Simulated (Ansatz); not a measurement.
**C₃H₈AlN: up Jacob's ladder to CCSD(T)**

The task here is to estimate one member of a computed series from the others.

Computed with Ansatz 0.2.0, Gaussian basis. Level: functionals in def2-TZVPP, the program's frozen cores in correlated methods.

Levels to be run: PBE-D4, r2SCAN-D4, PBE0-D4, B3LYP-D4, ωB97X-V, ωB97M-V, B2PLYP; CCSD(T)/def2-TZVPP; MP2/def2-QZVPP; extrapolation to the limit.

## The geometry

The geometry comes from an earlier relaxation with PBE0-D4 in a triple-zeta def2 set; it is a stationary point, not always the lowest conformer.

13 atoms, charge 0, spin multiplicity 1.

Atoms are counted from 1 here; the program's logs count them from 0.

Bond lengths: N1–Al2 1.771 Å, N1–H6 1.007 Å, N1–H7 1.007 Å, Al2–C3 1.931 Å, Al2–H8 1.586 Å, C3–C4 1.519 Å, C3–C5 1.519 Å, C3–H9 1.087 Å, C4–C5 1.484 Å, C4–H10 1.084 Å, C4–H11 1.085 Å, C5–H12 1.085 Å, C5–H13 1.084 Å. Angles: Al2–N1–H6 126.0°, Al2–N1–H7 124.2°, H6–N1–H7 109.9°, N1–Al2–C3 118.0°, N1–Al2–H8 117.2°, C3–Al2–H8 124.8°, Al2–C3–C4 120.7°, Al2–C3–C5 120.5°, Al2–C3–H9 117.5°, C4–C3–C5 58.5°, C4–C3–H9 113.2°, C5–C3–H9 113.2°, C3–C4–C5 60.8°, C3–C4–H10 117.6°, C3–C4–H11 118.5°, C5–C4–H10 117.8°, C5–C4–H11 118.5°, H10–C4–H11 113.8° and more.

The first run:

Input file in.yaml:

```yaml
crystal:
  periodic: [false, false, false]
  atoms:
    - {symbol: N, position_ang: [-1.968376, -0.922263, -0.699853]}
    - {symbol: Al, position_ang: [-1.256628, -0.429105, 0.845308]}
    - {symbol: C, position_ang: [0.520886, 0.326119, 0.823380]}
    - {symbol: C, position_ang: [0.985225, 1.179487, -0.343954]}
    - {symbol: C, position_ang: [1.560762, -0.176286, -0.163507]}
    - {symbol: H, position_ang: [-1.531045, -0.844917, -1.603766]}
    - {symbol: H, position_ang: [-2.885354, -1.327249, -0.796342]}
    - {symbol: H, position_ang: [-2.133109, -0.645335, 2.149900]}
    - {symbol: H, position_ang: [0.946756, 0.633289, 1.775410]}
    - {symbol: H, position_ang: [1.617420, 2.031295, -0.122251]}
    - {symbol: H, position_ang: [0.300661, 1.346000, -1.168719]}
    - {symbol: H, position_ang: [1.277734, -0.956153, -0.862279]}
    - {symbol: H, position_ang: [2.585468, -0.249481, 0.181473]}
basis:
  gaussian: {orbitals: def2-TZVPP}
hamiltonian: {xc: pbe, dispersion: d4}
output: {forces: true, orbitals: {seedname: orbitals}}
```

Command:

```bash
$ ansatz run in.yaml --threads 4 --pin off --events-out ev --progress --plain --max-ram 10444MiB
```

Among the steps run: PBE-D4 (GGA); r2SCAN-D4 (meta-GGA); PBE0-D4 (hybrid); B3LYP-D4 (hybrid); ωB97X-V (range-separated); ωB97M-V (range-separated); B2PLYP (double hybrid); CCSD(T) in def2-TZVPP; MP2 in def2-QZVPP.

One table of the session follows, with a row left open; its other results are not shown here.

It belongs to the step «Atomisation energies». 

```
            method  atomisation energy (kJ/mol)
            PBE-D4                       4950.8
         r2SCAN-D4                       4870.4
           PBE0-D4                       4882.8
          B3LYP-D4                       4864.8
           ωB97X-V                       4881.2
           ωB97M-V                       4881.7
            B2PLYP                       4813.8
     HF/def2-TZVPP                       3555.7
    MP2/def2-TZVPP                       4803.1
   CCSD/def2-TZVPP                       4671.3
CCSD(T)/def2-TZVPP                       4737.2
           MP2/CBS                       4925.7
       CCSD(T)/CBS                            ?
```

Q: Estimate the row for CCSD(T)/CBS from the others.

As computed: atomisation energy (kJ/mol): 4859.8. In the column «atomisation energy (kJ/mol)» it lies between B2PLYP (4813.8) and B3LYP-D4 (4864.8).

Caveats from the session: Free atoms (1 N, 1 Al, 3 C, 8 H) were run apart at each level; the atomisation energy is their sum less the molecule, without zero-point or spin-orbit terms.
